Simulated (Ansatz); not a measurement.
# ZrF: the cost of one run

Program: Ansatz 0.2.0. Level of theory: DFT PBE, scalar-relativistic, plane waves, PAW. These are calculated values, not measurements.

## (1) Starting point

The structure is cubic, space group Pm-3m (No. 221). Conventional cell: a = 3.293 Å, b = 3.293 Å, c = 3.293 Å, α = 90.00°, β = 90.00°, γ = 90.00°. Zr (site symmetry m-3m) is surrounded by 8 F at 2.85 Å. F (site symmetry m-3m) is surrounded by 8 Zr at 2.85 Å.

Structure file:

```
Zr F
1.0
     3.29314    0.00000    0.00000
     0.00000    3.29314    0.00000
     0.00000    0.00000    3.29314
Zr F
1 1
Direct
  0.00000 0.00000 0.00000
  0.50000 0.50000 0.50000
```

A structure generator made this guess: species swapped into a database cell of YbZn (Pm-3m, No. 221), with Zr on the Yb sites and F on the Zn sites. The dimensions are guesses.

## (2) A first look at the guess

Contents of input.yaml:

```yaml
crystal:
  lattice:
    - [3.29313979, 0.0, 0.0]
    - [0.0, 3.29313979, 0.0]
    - [0.0, 0.0, 3.29313979]
  atoms:
    - { symbol: Zr, position: [0.0, 0.0, 0.0] }
    - { symbol: F, position: [0.5, 0.5, 0.5] }
basis:
  ecutwfc: 420
kpoints:
  mp_grid: { grid: [6, 6, 6] }
hamiltonian:
  xc: pbe
scf:
  occupations: { method: gaussian, width: 0.1 }
  lower_state_search: "off"
output:
  forces: true
  stress: true
  eigenvalues: true
```

Run with:

```sh
$ ansatz run input.yaml --threads 1 --pin off --max-ram 2560MiB --backend cpu --events-out ev --progress --plain --runs-dir out
```

What time and memory should one allow on 1 thread of Intel Xeon Platinum 8259CL at 2.50GHz (Skylake/Cascade Lake), shared host?

About 1.4 s, with a peak of 0.34 GiB.
